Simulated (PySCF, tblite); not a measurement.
# C₅H₅OS₂+: geometry, infrared bands and NMR shifts

Aim: predict the infrared bands and NMR shifts of C₅H₅OS₂+ (`C=COc1cs[cH+]s1`).

The runs use tblite 0.8.0 and PySCF 2.14.0, with density-fitted response routines of our own; the level of theory stands in each step. All values are computed, except where a source is named. Atoms count from 0, in the outputs and in this text.

### Step 1. The molecule as given

13 atoms, charge 1, multiplicity 1; geometry from: force field or distance geometry start.

Bonds of the start (Å): C0–C1 1.33, C1–O2 1.39, O2–C3 1.38, C3–C4 1.35, C4–S5 1.74, S5–C6 1.73, C6–S7 1.72, S7–C3 1.73, C0–H8 1.09, C0–H9 1.09, C1–H10 1.07, C4–H11 1.08, C6–H12 1.07.

### Step 2. Relaxing the molecule with GFN2-xTB

The job: settings as JSON, then the geometry in Å.

```
{"job": {"kind": "relax", "xc": "GFN2-xTB", "basis": "xTB"}, "charge": 1, "multiplicity": 1}
C     -2.206700     1.701500     1.175200
C     -1.166800     1.245400     0.490700
O     -0.576200     0.029400     0.803500
C      0.386000    -0.512400    -0.031100
C      1.356500    -1.276400     0.518000
S      2.518900    -2.009800    -0.541400
C      1.760900    -1.364900    -1.952800
S      0.356000    -0.383100    -1.758000
H     -2.656200     1.125100     1.981200
H     -2.655800     2.666000     0.938600
H     -0.695600     1.798700    -0.298300
H      1.424100    -1.439300     1.581300
H      2.150800    -1.579900    -2.924700
```

Launch:

```sh
> OMP_NUM_THREADS=1 python probes_run.py task.json out
```

This one command runs all jobs of the session in turn.

**Question.** This job is followed by: GFN2-xTB harmonic vibrations, gas phase; GIAO PBE0/pcSseg-1 NMR shielding, non-relativistic, gas phase. What will the session give for the following? strongest single infrared mode (GFN2-xTB); zero-point energy (GFN2-xTB); 13C shifts against TMS (PBE0/pcSseg-1); 1H shifts against TMS (PBE0/pcSseg-1); 17O shifts against H2O (PBE0/pcSseg-1); 33S shifts against CS2 (PBE0/pcSseg-1).

**Answer**, as computed:

| quantity | value |
| --- | --- |
| strongest single infrared mode (GFN2-xTB) | 1512 cm⁻¹, 475 km/mol |
| zero-point energy (GFN2-xTB) | 53.3 kcal/mol |
| 13C shifts against TMS (PBE0/pcSseg-1) | 181.4, 175.5, 152.8, 125.3, 120.3 ppm |
| 1H shifts against TMS (PBE0/pcSseg-1) | 9.63, 8.19, 6.92, 6.41, 6.25 ppm |
| 17O shifts against H2O (PBE0/pcSseg-1) | 222.9 ppm |
| 33S shifts against CS2 (PBE0/pcSseg-1) | 399, 371 ppm |

**Reading.** Relaxing lowered the energy by 0.306 eV in 80 steps; the close pair that moved most is O2–C3, from 1.384 to 1.304 Å. No mode is imaginary among the 33: a minimum at this level. The strongest single mode, at 1512 cm⁻¹, moves mainly C3. Unscaled tight-binding wavenumbers are off by several per cent, some by more. Its intensities can rank the bands wrongly. At PBE0/pcSseg-1: Shielding is most anisotropic at S5 (span 592 ppm, paramagnetic term -950 ppm). NICS(1)zz of -24 ppm above the planar ring from C3 marks a diatropic (aromatic) ring current.
